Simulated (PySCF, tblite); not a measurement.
# C5H9NOSSi: infrared bands and NMR shifts

Wanted: the infrared bands and NMR shifts of C5H9NOSSi (`CN[SiH2]Sc1ccoc1`), by calculation.

Programs: tblite 0.8.0 and PySCF 2.14.0, with density-fitted response routines of our own. Each step states its level of theory. These are calculated values for one molecule in the gas phase, unless marked as measured. Atoms are numbered from 0 throughout.

**1. Starting geometry**

18 atoms, charge 0, multiplicity 1; geometry from: GFN2-xTB.

Bonds of the start (Å): C0–N1 1.44, N1–Si2 1.71, Si2–S3 2.15, S3–C4 1.75, C4–C5 1.42, C5–C6 1.36, C6–O7 1.34, O7–C8 1.35, C8–C4 1.36, C0–H9 1.09, C0–H10 1.09, C0–H11 1.09, N1–H12 1.01, Si2–H13 1.46, Si2–H14 1.46, C5–H15 1.07, C6–H16 1.07, C8–H17 1.07.

**2. Harmonic vibrations with GFN2-xTB**

Job settings and geometry (Å):

```
{"job": {"kind": "ir", "xc": "GFN2-xTB", "basis": "xTB"}, "charge": 0, "multiplicity": 1}
C     -3.073596     0.254985     0.987014
N     -1.940169     0.159333     0.096411
Si    -1.322555    -1.329566    -0.477301
S      0.273553    -0.880087    -1.849413
C      1.562414    -0.345056    -0.790635
C      2.948289    -0.408814    -1.105284
C      3.592704     0.118127    -0.032691
O      2.718275     0.499896     0.912786
C      1.484670     0.222180     0.448089
H     -4.024772     0.291941     0.447036
H     -2.990744     1.150107     1.605439
H     -3.083875    -0.618931     1.633727
H     -1.842152     0.982000    -0.482120
H     -0.768348    -2.061033     0.656682
H     -2.198717    -2.163775    -1.297923
H      3.374476    -0.797482    -2.006055
H      4.634086     0.270319     0.170766
H      0.647701     0.462230     1.071815
```

**Question.** This job is followed by: GIAO PBE0/pcSseg-1 NMR shielding, non-relativistic, gas phase. Predict these results of the whole session: strongest single infrared mode (GFN2-xTB); zero-point energy (GFN2-xTB); 13C shifts against TMS (PBE0/pcSseg-1); 1H shifts against TMS (PBE0/pcSseg-1, means over atoms taken as alike); 15N shifts against NH3 (PBE0/pcSseg-1); 29Si shifts against TMS (PBE0/pcSseg-1); 33S shifts against CS2 (PBE0/pcSseg-1); 17O shifts against H2O (PBE0/pcSseg-1).

The runs gave:

```
                                                              quantity                                   value
                             strongest single infrared mode (GFN2-xTB)                    735 cm⁻¹, 355 km/mol
                                          zero-point energy (GFN2-xTB)                           81.7 kcal/mol
                                13C shifts against TMS (PBE0/pcSseg-1)    147.0, 145.3, 125.7, 120.5, 30.5 ppm
1H shifts against TMS (PBE0/pcSseg-1, means over atoms taken as alike)  7.79, 7.42, 6.64, 5.24, 2.83, 0.20 ppm
                                15N shifts against NH3 (PBE0/pcSseg-1)                                24.6 ppm
                               29Si shifts against TMS (PBE0/pcSseg-1)                               -24.4 ppm
                                33S shifts against CS2 (PBE0/pcSseg-1)                                -123 ppm
                                17O shifts against H2O (PBE0/pcSseg-1)                               303.6 ppm
```

What this shows: No mode is imaginary among the 48: a minimum at this level. The strongest single mode, at 735 cm⁻¹, moves mainly H14 and H13. Unscaled tight-binding wavenumbers are off by several per cent, some by more. Its intensities can rank the bands wrongly. At PBE0/pcSseg-1: The largest span, 372 ppm, is at O7, where the paramagnetic term is -366 ppm. NICS(1)zz of -25 ppm above the planar ring from C4 marks a diatropic (aromatic) ring current.
